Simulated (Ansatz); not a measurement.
This script makes a comparison of functionals at one structure of Li4NO, space group P4/mmm with Ansatz 0.2.0, Python API.

The script, `li4no_xc.py`:
```python
"""One structure of Li4NO under several functionals."""

import logging
import sys
import warnings

import ansatz as az
import pandas as pd

logging.basicConfig(stream=sys.stdout, format="[%(levelname)s] %(message)s")
log = logging.getLogger("run")
log.setLevel(logging.INFO)

KSPACING = 0.32
CUTOFF = 510
OCCUPATIONS = "Fermi-Dirac"

warnings.simplefilter("ignore", az.DeckWarning)

li4no = (
    az.Lattice.from_parameters(3.31287, 3.31287, 4.93652, alpha=90, beta=90, gamma=90)
    .space_group(123, hermann_mauguin="P4/mmm")
    .atom("Li", (0.0, 0.5, 0.26385))
    .atom("N", (0.0, 0.0, 0.0))
    .atom("O", (0.5, 0.5, 0.5))
)

calc = li4no.calculation().kpoints(spacing=KSPACING).basis(CUTOFF).occupations(OCCUPATIONS).stress()

rows = []
for value in ["rpbe", "r2scan", "lda", "revpbe", "blyp"]:
    summary = calc.functional(value).run(threads=1).report
    rows.append((value, summary["free_energy_ev"] / len(summary["lattice"]["sites"]), summary["n_iterations"], sum(summary["stress_gpa"][i][i] for i in range(3)) / 3, summary["n_kpoints"]))

table = pd.DataFrame(rows, columns=["functional", "F/atom (eV)", "iterations", "P (GPa)", "k-points"])
print(table.round(5).to_string(index=False))
```

Rank the functionals by the pressure that they give at this structure. What does the order say about their lattices?

From lowest to highest: LDA (-7.4 GPa), r2SCAN (-3.6 GPa), BLYP (-0.7 GPa), revPBE (1.1 GPa) and RPBE (1.6 GPa). At a fixed cell a lower pressure usually means a smaller equilibrium volume, so LDA prefers the smallest cell and RPBE the largest.

What the script printed:

```console
$ python li4no_xc.py
functional  F/atom (eV)  iterations  P (GPa)  k-points
      rpbe   -296.54685           8  1.55681        30
    r2scan   -296.22682           9 -3.58624        30
       lda   -289.87118           8 -7.36533        30
    revpbe   -296.27658           8  1.05763        30
      blyp   -296.45773           8 -0.74915        30
```

Reading the output:
- The cell holds an odd number of electrons and is run without spin, so a magnetic state may lie lower.
- BLYP can be off by several per cent in the lattices of metals, and by several GPa in the pressure at a fixed cell.
- The mesh is modest for a metal, so energies can be off by several to tens of meV an atom and pressures by half a GPa or more; differences at equal mesh fare better.
- Pressure is positive in compression.
- This cell is a computed structure, which may not be the phase found in nature.
- Total energies of different functionals can't be compared; pressures, moments and gaps at this one structure can.
- The whole script took 7.9 s on 1 thread of Intel(R) Xeon(R) 6975P-C (Granite Rapids), with other jobs on the host, peak memory 0.58 GiB.

(Lines on the test bed's own set-up are left out of the output.)
